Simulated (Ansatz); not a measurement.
# WSiH₂ (septet): from Hartree-Fock to the top rungs at a displaced geometry (v1), def2-SVP

An exercise on one series of results from a longer session: the logs are not shown, and one member is left open.

Computed with Ansatz 0.2.0, Gaussian basis. Level: def2-SVP, core rule «outside noble gas», up to 9 orbitals frozen.

The runs, in order: UHF; CCSD(T) on ROHF; CCSD(T) on UHF; CISD; CCSDT(Q) on ROHF; CCSDT(Q) on UHF; CASSCF and NEVPT2, 12 electrons in 11 orbitals.

17 further runs of the same task are left out: 6 that didn't finish, 11 set aside as unsound or not needed.

## The system

The geometry is a PBE0/def2-TZVP stationary point (not a proven minimum) with its atoms shifted at random (size 0.040 Å). No spin-orbit coupling is included. Elements past krypton take def2 core potentials.

4 atoms, charge 0, spin multiplicity 7.

Atoms are counted from 1 here; the program's logs count them from 0.

Bond lengths: W1–Si2 2.526 Å, Si2–H3 1.467 Å, Si2–H4 1.495 Å. Angles: W1–Si2–H3 127.8°, W1–Si2–H4 124.9°, H3–Si2–H4 107.3°.

As a file:

```xyz
4

W     0.00015    0.00201    0.36370
Si   -0.00068   -0.01413   -2.16246
H     0.04728   -1.17783   -3.05502
H    -0.05550    1.20537   -3.02522
```

The first run:

File in.yaml:

```yaml
crystal:
  periodic: [false, false, false]
  atoms:
    - {symbol: W, position_ang: [0.000149, 0.002008, 0.363698]}
    - {symbol: Si, position_ang: [-0.000684, -0.014134, -2.162458]}
    - {symbol: H, position_ang: [0.047280, -1.177827, -3.055022]}
    - {symbol: H, position_ang: [-0.055497, 1.205365, -3.025220]}
basis:
  gaussian: {orbitals: def2-SVP}
magnetization: {spin_polarized: true, initial_magnetization: 6}
hamiltonian: {xc: hf}
output: {orbitals: {seedname: orbitals}}
```

Command:

```console
> ansatz run in.yaml --threads 1 --pin off --events-out ev --progress --plain --max-ram 2393MiB
```

Among the steps run: UHF; CCSD(T) on ROHF; CCSD(T) on UHF; CISD; CCSDT(Q) on ROHF; CCSDT(Q) on UHF; CASSCF and NEVPT2, 12 electrons in 11 orbitals.

One table of the session follows, with a row left open; its other results are not shown here.

| method | from RCCSDT(Q) (meV) |
| --- | --- |
| ROHF | +5463.5 |
| UHF | +5257.0 |
| RMP2 | +1050.2 |
| UMP2 | ? |
| CISD | +608.9 |
| RCCSD | +202.2 |
| UCCSD | +105.2 |
| RCCSD(T) | +43.4 |
| UCCSD(T) | -50.1 |
| RCCSDT | +9.1 |
| UCCSDT | -84.4 |
| RCCSDT(Q) | 0 |
| UCCSDT(Q) | -93.6 |

Q: Estimate the row for UMP2 from the others.

The run gave: from RCCSDT(Q) (meV): +946.6. In the column «from RCCSDT(Q) (meV)» it lies between CISD (+608.9) and RMP2 (+1050.2).

Left out of the table: CASSCF frontier, NEVPT2 frontier (the active space lost an orbital or holds another state than full CI finds).

Limits of these values: Restricted and unrestricted rows rest on different reference determinants; where their highest levels disagree by more than a few hundredths of an eV, they describe different states and don't form one ladder. Warnings in the runs' records: passed over end.
